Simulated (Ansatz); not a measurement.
# HCl: a dynamics run in two tries

Aim: a short trajectory for this system. The start is the crystal (Fm-3m), its volume scaled by 1.1.

Method: DFT PBEsol, plane waves, PAW, scalar-relativistic, no spin polarisation, in Ansatz 0.2.0.

### 1 The starting structure

The cell holds 16 atoms (Cl8H8): a = 7.971 Å, b = 7.971 Å, c = 7.971 Å, α = 60.00°, β = 60.00°, γ = 60.00°.

Structure file:

```xyz
16
Lattice="0.0000 5.6362 5.6362 5.6362 0.0000 5.6362 5.6362 5.6362 0.0000" Properties=species:S:1:pos:R:3 pbc="T T T"
H    -0.0621   -3.6473    0.7448
Cl    2.4732    2.3155    2.9650
H     1.9932    8.1597   -3.9051
Cl    5.2850    5.6827    2.1255
H     0.8305   -0.1698    2.1657
Cl    5.3315    2.5753    6.1725
H     4.1327    2.2527    6.1827
Cl    8.2623    5.2622    6.0583
H    -1.5949    2.6983    3.1669
Cl    2.7118    5.9649    6.2144
H     2.0610    5.6895    1.5539
Cl    6.1812    8.5308    5.6457
H     2.0554    3.8067    3.2275
Cl    5.3203    5.6720    7.9721
H     4.4197    5.5930    6.7810
Cl    8.7358    8.8675    8.1607
```

### 2 The run

input.yaml reads:

```yaml
accuracy: low
crystal:
  lattice:
    - [0.0, 5.636249, 5.636249]
    - [5.636249, 0.0, 5.636249]
    - [5.636249, 5.636249, 0.0]
  atoms:
    - { symbol: H, position: [-0.25198452, 0.38412838, -0.39513782] }
    - { symbol: Cl, position: [0.24903884, 0.27701478, 0.16179202] }
    - { symbol: H, position: [0.20061388, -0.89347219, 1.24710965] }
    - { symbol: Cl, position: [0.22384332, 0.15327308, 0.78439994] }
    - { symbol: H, position: [0.10338988, 0.28085417, -0.13351015] }
    - { symbol: Cl, position: [0.30306177, 0.7920823, 0.15384716] }
    - { symbol: H, position: [0.38170603, 0.7152538, 0.01797933] }
    - { symbol: Cl, position: [0.27130298, 0.80357495, 0.66233935] }
    - { symbol: H, position: [0.66180109, -0.09992028, -0.18305769] }
    - { symbol: Cl, position: [0.83987966, 0.2626948, 0.21843781] }
    - { symbol: H, position: [0.459745, -0.18403893, 0.549705] }
    - { symbol: Cl, position: [0.70927371, 0.29239718, 0.80429305] }
    - { symbol: H, position: [0.44167612, 0.13095779, 0.23371455] }
    - { symbol: Cl, position: [0.73841518, 0.67602095, 0.26792822] }
    - { symbol: H, position: [0.70563538, 0.49746096, 0.28669593] }
    - { symbol: Cl, position: [0.73563206, 0.71226935, 0.83767101] }
basis:
  ecutwfc: 420.0
kpoints:
  mp_grid: { grid: [3, 3, 3] }
hamiltonian:
  xc: pbesol
scf:
  occupations: { method: fermi_dirac, width: 0.16 }
  lower_state_search: "off"
  max_iter: 54
md:
  timestep: 0.5
  n_steps: 25
  ensemble: nve
  temperature: 1440.0
  initial_velocities: maxwell_boltzmann
  seed: 599748
  friction: 0.02
  temperature_schedule: [{ n_steps: 10, end_temperature: 100.0 }]
```

Command:

```bash
> ansatz run input.yaml --threads 2 --pin off --max-ram 5120MiB --backend cpu --events-out ev --progress --plain --runs-dir out
```

Q: Predict the outcome of this session. Wanted: first try.

As calculated:

| quantity | value |
| --- | --- |
| first try | refused |
| cause | a temperature schedule needs a thermostat, and a run at constant energy has none |

**Reading.** The fault in the first input was caught at the input check and cost nothing.
